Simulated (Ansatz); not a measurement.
**C3HGeN3: up Jacob's ladder to CCSD(T)**

One table from this session's results is given with a row withheld; the runs are named, their logs left out.

Method: functionals in def2-TZVPP, the program's frozen cores in correlated methods; program: Ansatz 0.2.0, Gaussian basis.

Levels to be run: LDA (SPW92), PBE-D4, revPBE-D4, BLYP-D4, r2SCAN-D4, B97M-V, PBE0-D4, B3LYP-D4, r2SCANh-D4, r2SCAN0-D4, HSE06-D4, BHLYP-D4, CAM-B3LYP-D4, LC-ωPBE, ωB97X-V, ωB97M-V, B2PLYP, PBE-QIDH; CCSD(T)/def2-SVP; CCSD(T)/def2-TZVPP; MP2/def2-QZVPP; extrapolation to the limit; RPA on PBE.

**The geometry**

An earlier PBE0-D4 in a triple-zeta def2 set relaxation fixed the geometry.

SMILES `N#[C][GeH]([C]#N)[C]#N`, 8 atoms, charge 0, spin multiplicity 1.

Atoms are counted from 1 here; the program's logs count them from 0.

Bond lengths: N1–C2 1.150 Å, C2–Ge3 1.905 Å, Ge3–C4 1.905 Å, Ge3–C6 1.905 Å, Ge3–H8 1.519 Å, C4–N5 1.150 Å, C6–N7 1.150 Å. Angles: N1–C2–Ge3 178.4°, C2–Ge3–C4 107.6°, C2–Ge3–C6 107.6°, C2–Ge3–H8 111.3°, C4–Ge3–C6 107.6°, C4–Ge3–H8 111.3°, C6–Ge3–H8 111.3°, Ge3–C4–N5 178.4°, Ge3–C6–N7 178.4°.

Set-up of the first run:

File in.yaml:

```yaml
crystal:
  periodic: [false, false, false]
  atoms:
    - {symbol: N, position_ang: [1.864461, -0.851544, 2.087727]}
    - {symbol: C, position_ang: [1.175065, -0.649544, 1.189437]}
    - {symbol: Ge, position_ang: [0.049540, -0.361409, -0.319901]}
    - {symbol: C, position_ang: [0.544614, 1.304907, -1.098508]}
    - {symbol: N, position_ang: [0.848646, 2.296119, -1.596563]}
    - {symbol: C, position_ang: [-1.736724, -0.189607, 0.318616]}
    - {symbol: N, position_ang: [-2.823866, -0.110043, 0.685745]}
    - {symbol: H, position_ang: [0.170462, -1.495979, -1.322252]}
basis:
  gaussian: {orbitals: def2-TZVPP}
hamiltonian: {xc: lda}
output: {orbitals: {seedname: orbitals}}
```

Run with:

```
$ ansatz run in.yaml --threads 4 --pin off --events-out ev --progress --plain --max-ram 10444MiB
```

Steps of the session up to this table: LDA; PBE-D4 (GGA); revPBE-D4 (GGA); BLYP-D4 (GGA); r2SCAN-D4 (meta-GGA); B97M-V (meta-GGA); PBE0-D4 (hybrid); B3LYP-D4 (hybrid); r2SCANh-D4 (hybrid); r2SCAN0-D4 (hybrid); HSE06-D4 (hybrid); BHLYP-D4 (hybrid); CAM-B3LYP-D4 (range-separated); LC-ωPBE (range-separated); ωB97X-V (range-separated); ωB97M-V (range-separated); B2PLYP (double hybrid); PBE-QIDH (double hybrid).

One of the session's tables, all rows but one given; the rest of the session is left out.

| functional | HOMO (eV) | LUMO (eV) | gap (eV) |
| --- | --- | --- | --- |
| LDA (SPW92) | -9.49 | -3.24 | 6.25 |
| PBE-D4 | -9.33 | -2.98 | 6.35 |
| revPBE-D4 | -9.26 | -2.88 | 6.38 |
| BLYP-D4 | -9.22 | -2.85 | 6.37 |
| r2SCAN-D4 | -9.73 | -2.85 | 6.88 |
| B97M-V | -9.74 | -2.77 | 6.97 |
| PBE0-D4 | -10.84 | -2.06 | 8.78 |
| B3LYP-D4 | -10.58 | -2.29 | 8.30 |
| r2SCANh-D4 | -10.28 | -2.50 | 7.78 |
| r2SCAN0-D4 | -11.06 | -1.99 | 9.07 |
| HSE06-D4 | -10.43 | -2.44 | 7.99 |
| BHLYP-D4 | -12.09 | -1.05 | 11.04 |
| CAM-B3LYP-D4 | -12.27 | -0.94 | 11.33 |
| LC-ωPBE | -13.72 | 0.23 | 13.96 |
| ωB97X-V | -13.28 | 0.14 | 13.42 |
| ωB97M-V | ? | ? | ? |

Estimate the missing values for ωB97M-V.

**Answer.** HOMO (eV): -13.14; LUMO (eV): 0.04; gap (eV): 13.18. In the column «HOMO (eV)» it lies between ωB97X-V (-13.28) and CAM-B3LYP-D4 (-12.27).
